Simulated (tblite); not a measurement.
# C4H12AlN: the cost of one run

The runs use tblite 0.8.0 and PySCF 2.14.0, with density-fitted response routines of our own; the level of theory stands in each step. All values are computed, except where a source is named. Atoms are numbered from 0 throughout.

## (1) The starting structure

18 atoms, charge 0, multiplicity 1; geometry from: force field or distance geometry start.

Bonds of the start (Å): C0–C1 1.36, C1–Al2 1.97, Al2–N3 1.93, Al2–C4 1.98, C4–C5 1.53, C0–H6 1.08, C0–H7 1.09, C1–H8 1.08, Al2–H9 1.59, N3–H10 1.05, N3–H11 1.05, N3–H12 1.03, C4–H13 1.10, C4–H14 1.13, C5–H15 1.12, C5–H16 1.10, C5–H17 1.11.

## (2) Relaxing the molecule with GFN2-xTB

What the job is given:

```
{"job": {"kind": "relax", "xc": "GFN2-xTB", "basis": "xTB"}, "charge": 0, "multiplicity": 1}
C      2.625400    -1.443800     0.473000
C      1.595600    -1.163400    -0.370200
Al     0.255100     0.204200     0.094000
N      0.785000     1.930000    -0.590100
C     -1.555500    -0.258100    -0.561600
C     -2.511400    -0.220500     0.626800
H      2.716900    -0.907900     1.411400
H      3.362300    -2.204200     0.205800
H      1.498000    -1.695500    -1.301800
H      0.194600     0.347500     1.675400
H      1.262600     2.500800     0.144500
H     -0.035800     2.489500    -0.921200
H      1.438000     1.771200    -1.364400
H     -1.630800    -1.261200    -0.998500
H     -1.894700     0.518200    -1.310400
H     -1.993000    -0.748700     1.467400
H     -3.469500    -0.695500     0.387800
H     -2.651600     0.843600     0.920200
```

Launch:

```
> OMP_NUM_THREADS=1 python probes_run.py task.json out
```

This one command runs all jobs of the session in turn.

Q: Estimate the wall time of this first job on 1 thread of Arm Neoverse N1, shared host.

About 2 s.
